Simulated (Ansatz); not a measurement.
# CH₅B₂ClO: up Jacob's ladder to CCSD(T)

Aim: compute CH₅B₂ClO with functionals from several rungs and with coupled cluster, and see how far each lands from CCSD(T) at the basis-set limit for the atomisation energy.

The runs use Ansatz 0.2.0, Gaussian basis; functionals in def2-TZVPP, the program's frozen cores in correlated methods.

Plan: PBE-D4, r2SCAN-D4, PBE0-D4, B3LYP-D4, ωB97X-V, ωB97M-V, B2PLYP; CCSD(T)/def2-TZVPP; MP2/def2-QZVPP; extrapolation to the limit.

## 1. Structure used throughout

An earlier PBE0-D4 in a triple-zeta def2 set relaxation fixed the geometry.

SMILES `OCBBCl`, 10 atoms, charge 0, spin multiplicity 1.

Atoms are counted from 1 here; the program's logs count them from 0.

Bond lengths: O1–C2 1.484 Å, O1–H6 0.965 Å, C2–B3 1.564 Å, C2–H7 1.087 Å, C2–H8 1.085 Å, B3–B4 1.669 Å, B3–H9 1.195 Å, B4–Cl5 1.752 Å, B4–H10 1.206 Å. Angles: C2–O1–H6 109.2°, O1–C2–B3 67.2°, O1–C2–H7 111.4°, O1–C2–H8 108.1°, B3–C2–H7 123.2°, B3–C2–H8 121.4°, H7–C2–H8 112.8°, C2–B3–B4 116.3°, C2–B3–H9 117.4°, B4–B3–H9 125.2°, B3–B4–Cl5 121.5°, B3–B4–H10 124.5°, Cl5–B4–H10 113.9°.

## 2. PBE-D4 (GGA)

in.yaml

```yaml
crystal:
  periodic: [false, false, false]
  atoms:
    - {symbol: O, position_ang: [-1.295595, 0.604976, -0.228672]}
    - {symbol: C, position_ang: [-0.662399, -0.523500, -0.954447]}
    - {symbol: B, position_ang: [0.382429, 0.478400, -0.362871]}
    - {symbol: B, position_ang: [1.071964, 0.052600, 1.096604]}
    - {symbol: Cl, position_ang: [2.794679, -0.226005, 1.249439]}
    - {symbol: H, position_ang: [-1.551345, 0.310183, 0.653387]}
    - {symbol: H, position_ang: [-0.901200, -1.477355, -0.491613]}
    - {symbol: H, position_ang: [-0.970005, -0.471499, -1.993419]}
    - {symbol: H, position_ang: [0.763247, 1.360009, -1.074343]}
    - {symbol: H, position_ang: [0.451326, -0.158910, 2.108836]}
basis:
  gaussian: {orbitals: def2-TZVPP}
hamiltonian: {xc: pbe, dispersion: d4}
output: {forces: true, orbitals: {seedname: orbitals}}
```

The run is started by

```sh
$ ansatz run in.yaml --threads 4 --pin off --events-out ev --progress --plain --max-ram 10444MiB
```

The runs that follow: r2SCAN-D4 (meta-GGA); PBE0-D4 (hybrid); B3LYP-D4 (hybrid); ωB97X-V (range-separated); ωB97M-V (range-separated); B2PLYP (double hybrid); CCSD(T) in def2-TZVPP; MP2 in def2-QZVPP.

Before running them: what should the planned runs give, taken together? Wanted: atomisation energy, CCSD(T)/CBS; farthest; mean size of error, hybrid; mean size of error, range-separated; gap, smallest and largest; T1 diagnostic; triples share of the correlation energy.

**Answer**, as computed:

| quantity | value |
| --- | --- |
| atomisation energy, CCSD(T)/CBS | 37.410 eV |
| functionals within 0.187 eV (0.5 %) | B3LYP-D4, B2PLYP |
| farthest | PBE-D4 (+1.206 eV) |
| mean size of error, hybrid | 0.339 eV |
| mean size of error, range-separated | 0.348 eV |
| gap, smallest and largest | 3.83 eV (PBE-D4), 10.69 eV (ωB97X-V) |
| T1 diagnostic | 0.0131 |
| triples share of the correlation energy | 4.0 % |

In words: PBE-D4 is off by +1.206 eV. Double hybrids carry the basis error of their MP2 part in triple zeta, and no dispersion term here, so their miss is partly the set-up's. The reference freezes the cores and leaves out relativity and excitations past (T), so misses under about 0.187 eV can't be ranked. Hartree-Fock recovers 74 % of the binding; the rest is correlation. Orbital gaps span 3.8 to 10.7 eV; exact exchange widens them.
